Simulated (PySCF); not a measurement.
# A diatomic session: Sn2

One job finds the state of Sn2, follows it along the bond with each method and fits the curves.

The runs use PySCF 2.14.0; Sn cc-pVDZ-PP with ECP28, scalar-relativistic core potentials.

**1. The job**

Settings of the job:

* atoms: Sn, Sn
* charge: 0
* basis: Sn cc-pVDZ-PP with ECP28
* Hamiltonian: scalar-relativistic core potentials
* basis functions: 46
* electrons treated: 44
* masses in u: 119.9022, 119.9022
* levels: PBE0, PBE, r²SCAN, B2PLYP, r²SCAN0, B3LYP, HF, MP2, SCS-MP2, CCSD, CCSD(T)
* grid: 80 radial by 434 angular points
* occupations: held fixed by the projection of orbital angular momentum
* dissociation limit: Sn + Sn, each in its ground configuration
* starting distance in angstrom: 2.700
* values of 2S to try: 0, 2, 4

Launch:

```console
> OMP_NUM_THREADS=1 python dia.py task.json out
```

The runs that follow: PBE0 along the bond; Other states along the same grid; PBE; r²SCAN; B2PLYP; r²SCAN0 (hybrid meta-GGA); B3LYP; UHF; Correlated methods on the Hartree–Fock reference.

Q: Predict the outcome of this session. Wanted: for each run, Re; ωe; De.

The runs gave:

Lowest PBE0 solution found, without spin–orbit coupling: ³Σg⁻ (triplet), unpaired electrons π ↑↑. State 2 has its PBE0 minimum 0.19 eV higher, as a spin-mixed determinant (⟨S²⟩ = 1.00), so this is no gap between pure states. State 3 has its PBE0 minimum 0.29 eV higher. State 4 has its PBE0 minimum 0.48 eV higher, as a spin-mixed determinant (⟨S²⟩ = 1.01), so this is no gap between pure states. The other levels ran on the lowest alone.

```
      level  Re (Å)  ωe (cm⁻¹)  De (eV)
        UHF   2.730      216.2     0.81
    UHF-MP2   2.783      191.6     1.92
UHF-SCS-MP2   2.773      196.5     1.71
   UHF-CCSD   2.784      194.6     1.77
UHF-CCSD(T)   2.802      187.3     1.92
        PBE   2.811      181.2     2.62
     r²SCAN   2.774      191.3     2.45
      B3LYP   2.798      186.0     2.38
       PBE0   2.763      196.2     2.37
    r²SCAN0   2.743      202.1     2.27
     B2PLYP   2.793      186.4     2.24
```

De is counted to Sn + Sn in their ground configurations.

Differences from CCSD(T) in the same basis:

```
      level  Re (mÅ)  ωe (%)
        UHF      -72   +15.5
    UHF-MP2      -19    +2.3
UHF-SCS-MP2      -28    +5.0
   UHF-CCSD      -18    +3.9
        PBE       +9    -3.2
     r²SCAN      -27    +2.2
      B3LYP       -4    -0.7
       PBE0      -39    +4.8
    r²SCAN0      -58    +8.0
     B2PLYP       -9    -0.5
```

In words: Against CCSD(T) in the same basis, the bond length is nearest at B3LYP (-4 mÅ) and farthest at UHF (-72 mÅ); the wavenumber is nearest at B2PLYP (-0.5 %) and farthest at UHF (+15.5 %). Hartree–Fock falls on the short and stiff side, its usual fault. PBE gives a bond that is too long and too soft, as GGAs tend to. CCSD(T) in a basis this small is itself some way from its limit, more so than the functionals. Among the levels with a De in the table, it runs from 0.81 eV (UHF) to 2.62 eV (PBE).

Correlated steps freeze 8 core orbitals. These are scalar-relativistic numbers at best; spin–orbit coupling would shift them, the dissociation energy most. B2PLYP dipoles, levels and charges come from its SCF part alone. At UHF the stretched side of the curve climbs above De, by a hump or because the determinant held fixed goes to a higher limit.
